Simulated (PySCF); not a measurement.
**C5H6Cl2: electronic excitations**

Aim: predict the electronic excitations of C5H6Cl2 (`Cl/C=C1/CC[C@@H]1Cl`).

The runs use PySCF 2.14.0, with density-fitted response routines of our own; the level of theory stands in each step. All values are computed, except where a source is named. Atoms are numbered from 0 throughout.

**1. The molecule as given**

13 atoms, charge 0, multiplicity 1; geometry from: GFN2-xTB.

Bonds of the start (Å): Cl0–C1 1.72, C1–C2 1.32, C2–C3 1.51, C3–C4 1.54, C4–C5 1.54, C5–Cl6 1.79, C5–C2 1.50, C1–H7 1.08, C3–H8 1.09, C3–H9 1.09, C4–H10 1.09, C4–H11 1.09, C5–H12 1.09.

**2. Excited states and response: CAM-B3LYP/def2-SVPD**

What the job is given:

```
{"job": {"kind": "uv", "xc": "CAM-B3LYP", "basis": "def2-SVPD", "nstates": 8, "ntriplets": 3}, "charge": 0, "multiplicity": 1}
Cl     2.907450     0.706235    -1.110852
C      1.717892    -0.498498    -0.804669
C      0.566451    -0.223552    -0.221359
C     -0.638896    -1.048425     0.144413
C     -1.327101     0.239542     0.637278
C     -0.056837     1.037535     0.299598
Cl    -0.275327     2.315021    -0.927969
H      1.993628    -1.488970    -1.132195
H     -0.448116    -1.789069     0.918730
H     -1.120866    -1.537490    -0.699690
H     -2.190441     0.534371     0.047898
H     -1.589940     0.248643     1.691886
H      0.457715     1.505144     1.139204
```

With the program's defaults for keys left out, this is: TDDFT CAM-B3LYP/def2-SVPD, vertical, gas phase, core orbitals frozen in the response.

What will the session give for the following? lowest singlet (CAM-B3LYP/def2-SVPD); lowest triplet. Wanted: lowest singlet; lowest triplet.

The runs gave:

| quantity | value |
| --- | --- |
| lowest singlet (CAM-B3LYP/def2-SVPD) | 6.05 eV (205 nm), f = 0.289 |
| lowest triplet | 3.85 eV |

**Reading.** The first singlet state (HOMO→LUMO 0.96) lies at 6.05 eV and is bright. The lowest triplet lies 2.20 eV below the lowest singlet (triplets in Tamm-Dancoff, singlets in full TDDFT).
